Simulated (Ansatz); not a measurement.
# MoS2: the cost of one run

Computed with Ansatz 0.2.0 (DFT PBE+U (U_eff = 4 eV on Mo d), plane waves, PAW, unless a step's input says otherwise).

## 1. The structure to begin with

It takes space group P6_3/mmc (No. 194, hexagonal). Conventional cell: a = 3.161 Å, b = 3.161 Å, c = 12.295 Å, α = 90.00°, β = 90.00°, γ = 120.00°. Mo (site symmetry -6m2) is surrounded by 6 S at 2.37 Å. S (site symmetry 3m) has 3 Mo at 2.37 Å as nearest neighbours.

Coordinates:

```cif
data_structure
_symmetry_space_group_name_H-M 'P 1'
_symmetry_Int_Tables_number 1
_cell_length_a 3.1610
_cell_length_b 3.1610
_cell_length_c 12.2950
_cell_angle_alpha 90.000
_cell_angle_beta 90.000
_cell_angle_gamma 120.000
_cell_volume 106.39
loop_
_atom_site_label
_atom_site_type_symbol
_atom_site_fract_x
_atom_site_fract_y
_atom_site_fract_z
_atom_site_occupancy
Mo1 Mo 0.33333 0.66667 0.25000 1
Mo2 Mo 0.66667 0.33333 0.75000 1
S1 S 0.33333 0.66667 0.62750 1
S2 S 0.66667 0.33333 0.12750 1
S3 S 0.33333 0.66667 0.87250 1
S4 S 0.66667 0.33333 0.37250 1
```

## 2. Ferromagnetic start, free, symmetry kept, no search

input.yaml

```yaml
crystal:
  lattice:
    - [3.16100152, 0.0, 0.0]
    - [-1.58050076, 2.73750762, 0.0]
    - [0.0, 0.0, 12.2949997]
  atoms:
    - { symbol: Mo, position: [0.3333333333, 0.6666666667, 0.25], spin: 2.0 }
    - { symbol: Mo, position: [0.6666666667, 0.3333333333, 0.75], spin: 2.0 }
    - { symbol: S, position: [0.3333333333, 0.6666666667, 0.6275] }
    - { symbol: S, position: [0.6666666667, 0.3333333333, 0.1275] }
    - { symbol: S, position: [0.3333333333, 0.6666666667, 0.8725] }
    - { symbol: S, position: [0.6666666667, 0.3333333333, 0.3725] }
basis:
  ecutwfc: 420
  ecutrho_ratio: 4
kpoints:
  mp_grid: { grid: [7, 7, 2] }
hamiltonian:
  xc: pbe
  hubbard:
    sites: [{ site: 0, l: d, u_eff: 4.0 }, { site: 1, l: d, u_eff: 4.0 }]
scf:
  occupations: { method: gaussian, width: 0.05 }
  lower_state_search: "off"
  max_iter: 150
output:
  forces: true
  stress: true
  eigenvalues: true
  populations: true
  hubbard: { sites: [{ site: 0, l: d }, { site: 1, l: d }] }
magnetization:
  spin_polarized: true
```

On the command line:

```bash
ansatz run input.yaml --threads 4 --pin off --max-ram 6144MiB --backend cpu --events-out ev --progress --plain --runs-dir out
```

What time and memory should one allow on 4 threads of Arm Neoverse V2, shared host?

About 4.6 s, with a peak of 0.5 GiB.
